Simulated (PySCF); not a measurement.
# C7H16 (3-methylhexane): the cost of one run

Computed with PySCF 2.14.0 and routines of our own; the level stands in each step. Atoms count from 0.

### Step 1. The system as given

23 atoms, charge 0, multiplicity 1; geometry from: GFN2-xTB.

### Step 2. Magnetic properties: GIAO BHandHLYP/pcSseg-1

The job: settings as JSON, then the geometry in Å.

```
{"job": {"kind": "mag", "xc": "BHandHLYP", "basis": "pcSseg-1", "isotopologues": 2}, "charge": 0, "multiplicity": 1}
C      3.310537     0.080866     0.258033
C      1.943854    -0.592218     0.206820
C      0.820421     0.431082     0.053844
C     -0.587954    -0.177102     0.085071
C     -0.838394    -1.054909    -1.138847
C     -1.629532     0.946108     0.179770
C     -3.037634     0.452956     0.493822
H      3.492173     0.643611    -0.655285
H      4.098196    -0.661619     0.364302
H      3.370443     0.767833     1.099639
H      1.786071    -1.164400     1.124300
H      1.928483    -1.292013    -0.629830
H      0.953950     0.976950    -0.883279
H      0.905347     1.154431     0.869179
H     -0.672605    -0.798891     0.983926
H     -1.839760    -1.475879    -1.114668
H     -0.134095    -1.881609    -1.174213
H     -0.732645    -0.470549    -2.050742
H     -1.639405     1.504296    -0.759377
H     -1.323547     1.637093     0.969153
H     -3.708702     1.298452     0.629028
H     -3.431248    -0.162922    -0.310137
H     -3.038705    -0.134582     1.409571
```

Level: GIAO BHandHLYP/pcSseg-1 magnetisability, rotational g tensor and spin-rotation constants, non-relativistic, gas phase.

Started as:

```bash
OMP_NUM_THREADS=1 python excited_run.py task.json out
```

One launch serves the whole session: the jobs run in the order shown.

**Question.** How long does this first job take on 1 thread of AMD EPYC 9R45, shared host, and how much memory does it need?

About 26 s, with a peak of 0.99 GiB.
